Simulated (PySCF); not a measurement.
# C7H14O3: the cost of one run

Programs: PySCF 2.14.0, with routines of our own; each step states its level. All values are computed. Atoms count from 0.

## (1) The system as given

24 atoms, charge 0, multiplicity 1; geometry from: GFN2-xTB.

## (2) Vibronic structure: TDDFT PBE0/def2-SV(P)

Job settings and geometry (Å):

```
{"job": {"kind": "vib", "xc": "PBE0", "basis": "def2-SV(P)", "tda": false}, "charge": 0, "multiplicity": 1}
C     -2.657813     1.245116     0.590299
C     -2.362321    -0.016486    -0.212112
C     -1.083351    -0.709078     0.252375
C     -0.873765    -2.060135    -0.422655
O      0.014380     0.165593    -0.079090
C      1.120616     0.063844     0.633505
O      1.296735    -0.685112     1.564252
C      2.220174     0.996370     0.135145
C      2.728032     0.467381    -1.214780
O      3.242595     1.062149     1.089276
H     -3.578079     1.707120     0.241772
H     -2.768478     1.009333     1.646735
H     -1.848185     1.962024     0.479972
H     -3.189263    -0.720721    -0.112293
H     -2.251760     0.234624    -1.268484
H     -1.090312    -0.841206     1.341946
H     -1.696511    -2.726025    -0.179355
H      0.052971    -2.509498    -0.074349
H     -0.821887    -1.934854    -1.501653
H      1.809658     2.004237     0.002180
H      3.103461    -0.547010    -1.098380
H      1.923370     0.474832    -1.944152
H      3.539624     1.099808    -1.563121
H      3.158376     0.277459     1.654613
```

Method: TDDFT PBE0/def2-SV(P) vertical-gradient vibronic structure (displaced harmonic oscillators, Condon), gas phase.

Started as:

```sh
$ OMP_NUM_THREADS=1 python excited_run.py task.json out
```

This one command runs all jobs of the session in turn.

Q: Estimate the wall time and peak memory of this first job on 1 thread of Arm Neoverse V2, shared host.

About 73 s, with a peak of 1 GiB.
